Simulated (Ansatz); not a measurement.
Task: a short molecular-dynamics run of KZnF3, space group Pm-3m, with Ansatz 0.2.0, Python API. Give the script and its output. Use: PBE, PAW, the default cutoff (420 eV here), 1×2×2 k-points, Fermi-Dirac smearing of 0.1 eV, D3BJATM dispersion.

```xyz
5
Lattice="4.0500 0.0000 0.0000 0.0000 4.0500 0.0000 0.0000 0.0000 4.0500" Properties=species:S:1:pos:R:3 pbc="T T T"
K     0.0000    0.0000    0.0000
Zn    2.0250    2.0250    2.0250
F     2.0250    2.0250    0.0000
F     0.0000    2.0250    2.0250
F     2.0250    0.0000    2.0250
```

Script `md.py`:
```python
"""A few tens of MD steps for KZnF3."""

import ansatz as az
from ase import Atoms
from ase.neighborlist import neighbor_list
import numpy as np

cell = (
    az.Lattice.of((4.05, 0.0, 0.0), (0.0, 4.05, 0.0), (0.0, 0.0, 4.05))
    .atom("K", (0.0, 0.0, 0.0))
    .atom("Zn", (0.5, 0.5, 0.5))
    .atom("F", (0.5, 0.5, 0.0))
    .atom("F", (0.0, 0.5, 0.5))
    .atom("F", (0.5, 0.0, 0.5))
)

# a small cell and a short run: a test of the set-up, no statistics
base = (
    cell.supercell(2, 1, 1).calculation()
    .kpoints(1, 2, 2)
    .functional(az.Functional.PBE, dispersion="d3bjatm")
    .occupations("fermi_dirac", width=100 * az.meV)
    .md("nvt_nose_hoover", timestep=2.0, steps=12, temperature=1200, thermostat_time=100, initial_velocities="maxwell_boltzmann", seed=772)
)
steps = []


def collect(event):
    if event["event"] == "md_step":
        steps.append(event["data"])


res = base.session().plan().execute(on_event=collect)
r = res.report

print(" step   t (fs)     E_pot (eV)   E_kin (eV)    T (K)")
for s in steps[::1]:
    print(f"{s['step']:5d} {s['time_fs']:8.1f} {s['lagrangian_ev']:14.4f} {s['e_kin_ev']:12.4f} {s['temperature_k']:8.1f}")

temperature = np.array([s["temperature_k"] for s in steps])
print(f"mean temperature of the second half {temperature[len(steps) // 2 :].mean():.1f} K")

symbols = [site.symbol for site in res.lattice.sites]
pairs = np.concatenate([neighbor_list("d", Atoms(symbols, positions=s["positions_ang"], cell=res.lattice.cell_ang, pbc=True), 4.5) for s in steps[len(steps) // 2 :]])
counts, edges = np.histogram(pairs, bins=np.arange(0.5, 4.51, 0.25))
for low, count in zip(edges, counts / (len(symbols) * len(steps[len(steps) // 2 :]))):
    print(f"{low:4.2f}-{low + 0.25:4.2f} A  {count:6.2f} neighbours an atom")

print("last positions (A) and velocities (A/fs)")
for site, xyz, vel in zip(res.lattice.sites, steps[-1]["positions_ang"], steps[-1]["velocities_ang_fs"]):
    print(f"{site.symbol:2s}", " ".join(f"{v:8.4f}" for v in xyz), " ", " ".join(f"{v:9.5f}" for v in vel))
```

Output of `python md.py`:
```text
DeckWarning: md: disabling space-group detection — thermal motion breaks the input geometry's symmetry, so no spatial operation reduces the k-mesh or symmetrises the density; time reversal is kept, [...]
DeckWarning: basis.ecutwfc = 420 eV, auto-derived from the records' recommended cutoffs: set by K (normal level)
 step   t (fs)     E_pot (eV)   E_kin (eV)    T (K)
    0      0.0    -14573.9815       1.3960   1200.0
    1      2.0    -14573.9681       1.3826   1188.5
    2      4.0    -14573.9287       1.3434   1154.8
    3      6.0    -14573.8663       1.2813   1101.4
    4      8.0    -14573.7855       1.2010   1032.4
    5     10.0    -14573.6925       1.1088    953.1
    6     12.0    -14573.5948       1.0119    869.8
    7     14.0    -14573.4995       0.9176    788.8
    8     16.0    -14573.4133       0.8326    715.7
    9     18.0    -14573.3413       0.7617    654.7
   10     20.0    -14573.2860       0.7075    608.1
   11     22.0    -14573.2474       0.6700    576.0
   12     24.0    -14573.2229       0.6469    556.1
mean temperature of the second half 681.3 K
0.50-0.75 A    0.00 neighbours an atom
0.75-1.00 A    0.00 neighbours an atom
1.00-1.25 A    0.00 neighbours an atom
1.25-1.50 A    0.00 neighbours an atom
1.50-1.75 A    0.00 neighbours an atom
1.75-2.00 A    1.20 neighbours an atom
2.00-2.25 A    1.14 neighbours an atom
2.25-2.50 A    0.06 neighbours an atom
2.50-2.75 A    2.14 neighbours an atom
2.75-3.00 A    5.63 neighbours an atom
3.00-3.25 A    1.97 neighbours an atom
3.25-3.50 A    1.43 neighbours an atom
3.50-3.75 A    1.57 neighbours an atom
3.75-4.00 A    0.80 neighbours an atom
4.00-4.25 A    5.43 neighbours an atom
4.25-4.50 A    4.20 neighbours an atom
last positions (A) and velocities (A/fs)
K    0.0569   0.0203  -0.0564     0.00288   0.00068  -0.00194
Zn   1.9913   1.9926   2.0635    -0.00020  -0.00016   0.00014
F    2.0521   2.1533  -0.0541    -0.00008   0.00546   0.00546
F    0.0501   1.9818   2.0157    -0.00613  -0.00127  -0.00104
F    2.0814   0.0708   2.2127     0.00080  -0.00195   0.00556
K    4.1812   0.0090  -0.2197     0.00374   0.00050  -0.00801
Zn   6.0619   1.8707   2.1417    -0.00094  -0.00375   0.00383
F    6.0307   2.3666  -0.0032     0.00022   0.01167   0.00189
F    3.9607   2.0548   2.0386     0.00217   0.00151  -0.00047
F    5.8491   0.0550   1.9249    -0.00672  -0.00440  -0.00456
```
(Warnings from the package without file and line, shortened.)

Absolute energies stand on the zero of these potentials, so only differences at equal settings mean something. A total without «per atom» is that of the cell as typed. Energy and stress may still move on a finer k-point mesh. The starting cell is as deposited in a crystallographic database; the results hold for this polymorph, which needn't be the stable one. A small cell, a coarse mesh and a very short run: it shows the set-up and gives no equilibrium averages. Hardware and time: 77 s on 1 thread of Intel(R) Xeon(R) Processor @ 2.50GHz (Skylake/Cascade Lake) (shared host), peak memory 0.52 GiB.

(Lines on the test bed's own set-up are left out of the output.)
